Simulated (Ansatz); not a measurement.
**NiRh: how the settings move a single-point run**

How sensitive is a single-point run of NiRh to its settings? A reference run comes first, then one run with altered input.

Program: Ansatz 0.2.0. Level of theory: reference: DFT, PBEsol, PAW with Ansatz's default frozen-core files, scalar-relativistic. These are calculated values, not measurements.

1 further run of the same task is left out (it didn't finish).

## 1. Starting point

It takes space group R-3m (No. 166, trigonal). The conventional cell has a = 2.628 Å, b = 2.628 Å, c = 12.335 Å, α = 90.00°, β = 90.00°, γ = 120.00°. Around Ni (site symmetry -3m) lie 6 Rh at 2.56 Å and 6 Ni at 2.63 Å. Around Rh (site symmetry -3m) lie 6 Ni at 2.56 Å and 6 Rh at 2.63 Å.

Coordinates:

```
Ni Rh
1.0
     1.31413    0.75871    4.11171
    -1.31413    0.75871    4.11171
     0.00000   -1.51742    4.11171
Ni Rh
1 1
Cartesian
  0.0000 0.0000 0.0000
  0.0000 0.0000 6.1676
```

## 2. The reference run

input.yaml reads:

```yaml
crystal:
  lattice:
    - [1.31412834, 0.7587123509, 4.1117064147]
    - [-1.31412834, 0.7587123509, 4.1117064147]
    - [0.0, -1.5174247017, 4.1117064147]
  atoms:
    - { symbol: Ni, position: [0.0, 0.0, 0.0], spin: 0.7, spin_axis: [1.0, 0.0, 0.0] }
    - { symbol: Rh, position: [0.5, 0.5, 0.5], spin: 0.3, spin_axis: [1.0, 0.0, 0.0] }
magnetization:
  noncollinear: true
  spin_spiral: { q: [0.0, 0.0, 0.0] }
kpoints:
  mp_grid: { grid: [12, 12, 12] }
scf:
  occupations: { method: fermi_dirac, width: 0.05 }
  lower_state_search: "off"
hamiltonian:
  xc: pbesol
  pseudopotentials: { kind: paw }
output:
  eigenvalues: false
```

Launch:

```bash
$ ansatz run input.yaml --threads 2 --pin off --max-ram 5120MiB --backend cpu --events-out ev --progress --plain --runs-dir out
```

## 3. Changing settings: starting moments, lock_directions true

Changes to input.yaml since step 2:

```diff
@@ -6,4 +6,4 @@
   atoms:
-    - { symbol: Ni, position: [0.0, 0.0, 0.0], spin: 0.7, spin_axis: [1.0, 0.0, 0.0] }
-    - { symbol: Rh, position: [0.5, 0.5, 0.5], spin: 0.3, spin_axis: [1.0, 0.0, 0.0] }
+    - { symbol: Ni, position: [0.0, 0.0, 0.0], spin: 0.7, spin_axis: [0.5, 0.0, 0.8660254] }
+    - { symbol: Rh, position: [0.5, 0.5, 0.5], spin: 0.3, spin_axis: [0.5, 0.0, 0.8660254] }
 magnetization:
@@ -11,2 +11,3 @@
   spin_spiral: { q: [0.0, 0.0, 0.0] }
+  spin_locking: { lock_directions: true }
 kpoints:
```

What does the calculation give? Wanted: for each run, ending; energy change; abs. moment.

As calculated:

```tsv
run	ending	energy change	abs. moment (μB)	cycles	time
reference	converged	0	1.05	53	2.5 min
1: starting moments, lock_directions true	converged	0.0 meV/atom	1.05	24	6.8 min
```

Residual by cycle in the longest SCF loop of each run; runs are numbered as in the table. The quantity is the density residual dr2, in eV.

```tsv
cycle	reference	run 1
1	27.6	27.6
6	0.0073	0.47
10	2.2e-5	0.158
15	1.4e-4	0.00266
20	0.0076	2.3e-5
25	0.0187	-
29	0.0135	-
34	0.0168	-
39	3.7e-4	-
44	2.4e-4	-
48	4.6e-5	-
53	8.4e-9	-
```

What this shows: The changed input (spin start) leaves the energy the same to the digits printed. Cost: 24 SCF cycles against 53, 6.8 min against 2.5 min.
